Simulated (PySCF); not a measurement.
# F3H3NNd (Nd(F)3(NH3)): the cost of one run

The runs use PySCF 2.14.0; PBE0, Nd lcecp-1-SVP with ECP49, F def2-SVP, N def2-SVP, H def2-SVP; scalar-relativistic core potentials, no spin–orbit coupling.

1 further run of the same task is left out (for a known fault of the program).

### Step 1. The starting structure

8 atoms, charge 0, spin multiplicity 1.

Bond lengths: Nd1–F2 2.152 Å, Nd1–F3 2.152 Å, Nd1–F4 2.152 Å, Nd1–N5 2.582 Å, N5–H6 1.020 Å, N5–H7 1.020 Å, N5–H8 1.020 Å. Angles: F2–Nd1–F3 109.5°, F2–Nd1–F4 109.5°, F2–Nd1–N5 109.5°, F3–Nd1–F4 109.5°, F3–Nd1–N5 109.5°, F4–Nd1–N5 109.5°, Nd1–N5–H6 113.0°, Nd1–N5–H7 113.0°, Nd1–N5–H8 113.0°, H6–N5–H7 105.8°, H6–N5–H8 105.8°, H7–N5–H8 105.8°.

Coordinates:

| atom | x (Å) | y (Å) | z (Å) |
| --- | --- | --- | --- |
| Nd1 | 0.0000 | 0.0000 | 0.0000 |
| F2 | 1.2425 | 1.2425 | 1.2425 |
| F3 | -1.2425 | -1.2425 | 1.2425 |
| F4 | 1.2425 | -1.2425 | -1.2425 |
| N5 | -1.4910 | 1.4910 | -1.4910 |
| H6 | -2.1042 | 2.1042 | -0.9539 |
| H7 | -0.9539 | 2.1042 | -2.1042 |
| H8 | -2.1042 | 0.9539 | -2.1042 |

Formal oxidation states: Nd +3. Each metal's 3 4f electrons lie in its core potential, so multiplicities, spins and levels count the valence alone.

### Step 2. SCF at the start, singlet

The input, run.py (the lines that set the calculation):

```python
mol = gto.M(atom='''
Nd     0.00000     0.00000     0.00000
F      1.24250     1.24250     1.24250
F     -1.24250    -1.24250     1.24250
F      1.24250    -1.24250    -1.24250
N     -1.49100     1.49100    -1.49100
H     -2.10420     2.10420    -0.95390
H     -0.95390     2.10420    -2.10420
H     -2.10420     0.95390    -2.10420''',
    basis={'Nd': 'lcecp-1-SVP', 'F': 'def2-SVP', 'N': 'def2-SVP', 'H': 'def2-SVP'},
    ecp={'Nd': 'lcecp-1-SVP'},
    charge=0, spin=0)
mf = dft.RKS(mol, xc='PBE0')
mf.grids.atom_grid = (50, 194)  # f atoms: unpruned, at least (60, 302)
mf = mf.density_fit()  # fitting sets: Nd AutoAux, F def2-universal-JKFIT, N def2-universal-JKFIT, H def2-universal-JKFIT
mf.conv_tol = 1e-08; mf.max_cycle = 55
mf.kernel(dm0)  # dm0: free metal ions and neutral atoms
```

Run with:

```
$ OMP_NUM_THREADS=2 python run.py
```

Q: Estimate wall time and peak memory on 2 threads of Arm Neoverse V1, shared host.

About 3.2 s, with a peak of 0.6 GiB.
